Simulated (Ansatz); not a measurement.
# ErH6NO3 (Er(OH)3(NH3)): the cost of one run

Computed with Ansatz 0.2.0. Level: DFT PBE, plane waves, PAW, molecule in a box with 9 Å of vacuum.

5 further runs of the same task are left out: 2 for a known fault of the program, 3 that didn't finish.

### Step 1. Where the work starts

11 atoms, charge 0, spin multiplicity 1.

Bond lengths: Er1–O2 2.050 Å, Er1–O4 2.051 Å, Er1–O6 2.050 Å, Er1–N8 2.485 Å, O2–H3 0.966 Å, O4–H5 0.967 Å, O6–H7 0.966 Å, N8–H9 1.031 Å, N8–H10 1.031 Å, N8–H11 1.031 Å. Angles: O2–Er1–O4 118.3°, O2–Er1–O6 118.3°, O2–Er1–N8 97.5°, O4–Er1–O6 118.4°, O4–Er1–N8 97.4°, O6–Er1–N8 97.6°, Er1–O2–H3 173.3°, Er1–O4–H5 172.5°, Er1–O6–H7 173.1°, Er1–N8–H9 112.0°, Er1–N8–H10 112.2°, Er1–N8–H11 112.0°, H9–N8–H10 106.8°, H9–N8–H11 106.8°, H10–N8–H11 106.8°.

Geometry (Å):

```mol
ErH6NO3
  3D, bonds by distance, orders not assigned

 11 10  0  0  0  0  0  0  0  0999 V2000
    0.1440   -0.1925    0.2391 Er  0  0
    1.1655    1.3015    1.2010 O   0  0
    1.7024    1.9239    1.7088 H   0  0
   -1.4021   -1.1067    1.2286 O   0  0
   -2.0438   -1.5779    1.7769 H   0  0
    1.1108   -1.2381   -1.2357 O   0  0
    1.6288   -1.7793   -1.8458 H   0  0
   -1.2324    1.2568   -1.2368 N   0  0
   -1.8332    1.8970   -0.6969 H   0  0
   -0.6537    1.8431   -1.8562 H   0  0
   -1.8560    0.7060   -1.8453 H   0  0
  1  2  8  0
  1  4  8  0
  1  6  8  0
  1  8  8  0
  2  3  8  0
  4  5  8  0
  6  7  8  0
  8  9  8  0
  8 10  8  0
  8 11  8  0
M  END
```

Formal oxidation states: Er +3. Each metal's 11 4f electrons lie in its core potential, so multiplicities, spins and levels count the valence alone. In the runs below they are in the valence, and the state is a quartet. An earlier session relaxed this geometry at BP86, Er lcecp-1-SVP with ECP57, O def2-SVP, H def2-SVP, N def2-SVP (singlet, point group Cs).

### Step 2. Scalar-relativistic

File input.yaml:

```yaml
crystal:
  lattice:
    - [12.75, 0.0, 0.0]
    - [0.0, 12.7, 0.0]
    - [0.0, 0.0, 12.63]
  atoms:
    - { symbol: Er, position: [0.5245302, 0.47927638, 0.52219477], spin: 3.0 }
    - { symbol: O, position: [0.60464706, 0.59692047, 0.59835629] }
    - { symbol: H, position: [0.64675765, 0.6459252, 0.63856453] }
    - { symbol: O, position: [0.40327137, 0.40729685, 0.6005384] }
    - { symbol: H, position: [0.35294118, 0.37018898, 0.64394933] }
    - { symbol: O, position: [0.60035765, 0.39695197, 0.40542755] }
    - { symbol: H, position: [0.64098588, 0.35433071, 0.35711718] }
    - { symbol: "N", position: [0.41657804, 0.59339291, 0.40533967] }
    - { symbol: H, position: [0.36945647, 0.64381102, 0.44808868] }
    - { symbol: H, position: [0.46196706, 0.63956378, 0.35629454] }
    - { symbol: H, position: [0.36767137, 0.55002677, 0.35715835] }
basis:
  ecutwfc: 420
  ecutrho_ratio: 4
kpoints:
  mp_grid: { grid: [1, 1, 1] }
hamiltonian:
  xc: pbe
scf:
  occupations: { method: gaussian, width: 0.01 }
output:
  forces: true
  eigenvalues: true
  populations: true
  hubbard: { sites: [{ species: Er, l: f }] }
magnetization:
  spin_polarized: true
```

The run is started by

```
ansatz run input.yaml --threads 2 --pin off --max-ram 5120MiB --backend cpu --events-out ev --progress --plain --runs-dir out
```

**Question.** How long does this run take on 2 threads of Arm Neoverse V1, shared host, and how much memory does it need?

About 2.9 min, with a peak of 1.5 GiB.
